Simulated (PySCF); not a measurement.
# BFH3Sb: the cost of one run

Programs: PySCF 2.14.0, with routines of our own; each step states its level. All values are computed. Atoms count from 0.

## (1) The starting structure

6 atoms, charge 0, multiplicity 1; geometry from: GFN2-xTB.

## (2) Optimising the geometry at PBE0-D3(BJ)/def2-SVP

What the job is given:

```
{"job": {"xc": "PBE0", "basis": "def2-SVP", "d3": "d3bj", "grid": 1, "maxiter": 30, "shake": 0.01, "kind": "geom"}, "charge": 0, "multiplicity": 1}
F     -1.608440     1.072830     0.080650
B     -1.005570    -0.048750    -0.048720
Sb     1.065400    -0.015680    -0.783280
H     -1.603950    -1.010190     0.121680
H      1.570590     1.168710     0.295070
H      1.606130    -1.196930     0.289930
```

On the command line:

```
> OMP_NUM_THREADS=1 python heavy_run.py task.json out
```

One launch serves the whole session: the jobs run in the order shown.

Q: Estimate the wall time and peak memory of this first job on 1 thread of Arm Neoverse V1, shared host.

About 18 s, with a peak of 0.31 GiB.
